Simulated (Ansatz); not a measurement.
# FH3O3Ti: how energies converge with the basis set

An exercise on one series of results from a longer session: the logs are not shown, and one member is left open.

Computed with Ansatz 0.2.0, Gaussian basis. Level: one geometry, several basis sets.

Levels to be run: PBE0-D4/def2-SVP; ωB97M-V/def2-SVP; PBE0-D4/def2-QZVPP; ωB97M-V/def2-QZVPP; the functionals' def2-TZVPP values are taken from earlier runs.

**The geometry**

An earlier PBE0-D4 in a triple-zeta def2 set relaxation fixed the geometry.

SMILES `[OH][Ti]([OH])([OH])[F]`, 8 atoms, charge 0, spin multiplicity 1.

Atoms are counted from 1 here; the program's logs count them from 0.

Bond lengths: O1–Ti2 1.788 Å, O1–H6 0.958 Å, Ti2–O3 1.793 Å, Ti2–O4 1.788 Å, Ti2–F5 1.768 Å, O3–H7 0.958 Å, O4–H8 0.957 Å. Angles: Ti2–O1–H6 133.5°, O1–Ti2–O3 108.7°, O1–Ti2–O4 110.7°, O1–Ti2–F5 109.4°, O3–Ti2–O4 109.5°, O3–Ti2–F5 110.4°, O4–Ti2–F5 108.3°, Ti2–O3–H7 130.4°, Ti2–O4–H8 133.9°.

Set-up of the first run:

in.yaml reads:

```yaml
crystal:
  periodic: [false, false, false]
  atoms:
    - {symbol: O, position_ang: [-1.050692, 1.092064, 0.726907]}
    - {symbol: Ti, position_ang: [0.157042, 0.169850, -0.215297]}
    - {symbol: O, position_ang: [1.652967, 0.019133, 0.761250]}
    - {symbol: O, position_ang: [-0.462689, -1.459931, -0.611926]}
    - {symbol: F, position_ang: [0.491831, 1.019329, -1.729645]}
    - {symbol: H, position_ang: [-1.681859, 1.776027, 0.500603]}
    - {symbol: H, position_ang: [2.239036, -0.728357, 0.887705]}
    - {symbol: H, position_ang: [-1.253436, -1.945115, -0.375297]}
basis:
  gaussian: {orbitals: def2-SVP}
hamiltonian: {xc: pbe0, dispersion: d4}
output: {orbitals: {seedname: orbitals}}
```

Launch:

```console
ansatz run in.yaml --threads 4 --pin off --events-out ev --progress --plain --max-ram 10444MiB
```

Among the steps run: PBE0-D4 in def2-SVP; ωB97M-V in def2-SVP; PBE0-D4 in def2-QZVPP; ωB97M-V in def2-QZVPP.

One table of the session follows, with a row left open; its other results are not shown here.

It belongs to the step «Functionals by basis». 

| functional | basis | HOMO (eV) |
| --- | --- | --- |
| PBE0-D4 | def2-SVP | -8.96 |
| PBE0-D4 | def2-TZVPP | -9.31 |
| PBE0-D4 | def2-QZVPP | -9.34 |
| ωB97M-V | def2-SVP | ? |
| ωB97M-V | def2-TZVPP | -11.76 |
| ωB97M-V | def2-QZVPP | -11.80 |

**Question.** Estimate the row for ωB97M-V, def2-SVP.

**Answer.** HOMO (eV): -11.38. In the column «HOMO (eV)» it lies between ωB97M-V, def2-TZVPP (-11.76) and PBE0-D4, def2-QZVPP (-9.34).
